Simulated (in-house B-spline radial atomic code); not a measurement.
**Pr¹⁷⁺: excited configurations**

Aim: the energies of several excited configurations of Pr¹⁷⁺ above a reference configuration, each from its own self-consistent run.

Program: in-house B-spline radial atomic code version 1. Level of theory: non-relativistic Hartree-Fock, average of configuration, point nucleus, basis-set limit. These are calculated values, not measurements, unless marked.

## Step 1: The atom as given

* element: praseodymium (Z = 59)
* charge: +17
* electrons: 42
* configuration: [Kr] 4d6
* Hamiltonian: non-relativistic
* nucleus: point

Outer shells as boxes (Hund's rule):

[Kr] 4d6
```
[Kr] core
4d [↑↓][↑ ][↑ ][↑ ][↑ ]
```

The boxes draw the filling by Hund's rule, which heavy ions in jj coupling don't follow; these runs average over all states of the configuration.

Settings of the run:

```ini
Z = 59
electrons = 42.0
configuration = [Kr] 4d6
hamiltonian = nr
method = hf
spin_polarised = False
```

The reference is known from an earlier run: -8816.348793 hartree in all. Up to eight levels, counted from the top:

| orbital | occupation | energy (eV) | <r> (bohr) |
| --- | --- | --- | --- |
| 2s | 2 | -6773.47 | 0.1099 |
| 2p | 6 | -6423.02 | 0.09354 |
| 3s | 2 | -1809.04 | 0.2850 |
| 3p | 6 | -1655.35 | 0.2751 |
| 3d | 10 | -1372.92 | 0.2465 |
| 4s | 2 | -655.39 | 0.6232 |
| 4p | 6 | -591.52 | 0.6344 |
| 4d | 6 | -484.98 | 0.6530 |

## Step 2: [Ar] 3d9 4s2 4p6 4d5 4f1 5s1

Settings of the run:

```ini
Z = 59
electrons = 42.0
configuration = [Ar] 3d9 4s2 4p6 4d5 4f1 5s1
hamiltonian = nr
method = hf
spin_polarised = False
```

Before running: How far above the reference does each configuration lie (order and size, in eV)?

**Answer**, as computed:

| net move | configuration | energy above the reference (eV) | largest <r> (bohr) |
| --- | --- | --- | --- |
| 3d, 4d → 4f, 5s | [Ar] 3d9 4s2 4p6 4d5 4f1 5s1 | 1164.79 | 1.17 |

**Reading.** The promotion costs 1164.79 eV. Koopmans' estimate of the ionisation threshold is 484.98 eV; 1 configuration exceeds it by over 2 % and could autoionise. Two partly filled shells share a symmetry and can mix in the average, which may lower the energy, for: 3d, 4d → 4f, 5s. These are averages over configurations, without correlation, not spectroscopic levels.
